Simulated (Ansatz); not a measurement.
What does this script print? It uses Ansatz's Python interface.

`cd_p6_3_mmc.vasp`
```text
Cd
1.0
   2.97887000    0.00000000    0.00000000
  -1.48943500    2.57977709    0.00000000
   0.00000000    0.00000000    5.61765000
Cd
2
Direct
   0.33333333    0.66666667    0.25000000
   0.66666667    0.33333333    0.75000000
```

The script reads `cd_im_3m.vasp`:
```text
Cd
1.0
  -1.78432200    1.78432200    1.78432200
   1.78432200   -1.78432200    1.78432200
   1.78432200    1.78432200   -1.78432200
Cd
1
Direct
   0.00000000    0.00000000    0.00000000
```

Script `transition_cd.py`:
```python
import csv
import warnings

import ansatz as az
from ase.io import read
import numpy as np


def run_phase(name, crystal, pressure=0.0):
    calc = (
        crystal.calculation()
        .scf(algorithm='direct_min')
        .basis(470)
        .functional('PBEsol', dispersion='d3bjatm')
        .kpoints(spacing=0.39)
        .occupations('fermi_dirac', width=0.1)
    )
    calc = calc.relax(force_tolerance=0.02, cell=True, pressure=pressure)
    return calc.run(threads=1, pin='off')


def volume_per_atom(outcome):
    return abs(np.linalg.det(outcome.lattice.cell_ang)) / len(outcome.lattice.sites)

warnings.simplefilter('ignore', az.DeckWarning)

phases = {}
atoms = read('cd_p6_3_mmc.vasp', format='vasp')
p6_3_mmc = az.Crystal.from_ase(atoms)
phases['P6_3/mmc'] = p6_3_mmc
atoms = read('cd_im_3m.vasp', format='vasp')
im_3m = az.Crystal.from_ase(atoms)
phases['Im-3m'] = im_3m

pressures = [0, 10, 20, 30]
enthalpy, volume = {name: [] for name in phases}, {name: [] for name in phases}
for p in pressures:
    for name, crystal in phases.items():
        o = run_phase(name, crystal, pressure=p)
        volume[name].append(volume_per_atom(o))
        enthalpy[name].append(o.report['energy_sigma0_ev'] / len(o.lattice.sites) + p * volume[name][-1] / 160.21766)
gap = np.array(enthalpy['Im-3m']) - np.array(enthalpy['P6_3/mmc'])
rows = [(p, va, vb, 1000 * d) for p, va, vb, d in zip(pressures, volume['P6_3/mmc'], volume['Im-3m'], gap)]
with open('transition.csv', 'w', newline='') as handle:
    writer = csv.writer(handle)
    writer.writerow(['P (GPa)', 'V P6_3/mmc (A^3/atom)', 'V Im-3m (A^3/atom)', 'H(Im-3m) - H(P6_3/mmc) (meV/atom)'])
    writer.writerows([round(v, 4) if isinstance(v, float) else v for v in row] for row in rows)
print(open('transition.csv').read())
crossings = [p0 - g0 * (p1 - p0) / (g1 - g0) for p0, p1, g0, g1 in zip(pressures, pressures[1:], gap, gap[1:]) if g0 * g1 < 0]
print('crossing near', [round(float(p), 1) for p in crossings], 'GPa') if crossings else print('no crossing in this range')
```

```console
$ python transition_cd.py
P (GPa),V P6_3/mmc (A^3/atom),V Im-3m (A^3/atom),H(Im-3m) - H(P6_3/mmc) (meV/atom)
0,20.053,20.0936,76.7252
10,17.9216,18.0756,86.3689
20,16.7673,16.8876,95.1791
30,15.9364,16.0415,102.5229

no crossing in this range
```

The settings weren't tested for convergence. At a fixed pressure a relaxation lowers the enthalpy F + PV, while F alone can rise. Dispersion corrections can be off by several per cent in the lattices of metals, and by several GPa in the pressure at a fixed cell. For the metals among these phases the mesh is modest: differences between phases can be off by up to 40 meV an atom. The cells come from databases of deposited and of computed structures, and not all need be stable phases. Only these two structures are compared, at zero temperature and with their symmetry kept; either may be hypothetical, and another phase may be lower than both. Differences under about 40 meV an atom lie within the error of mesh and functional. It ran for 96 s on 1 thread of Arm Neoverse V1 (shared host), peak memory 0.45 GiB.
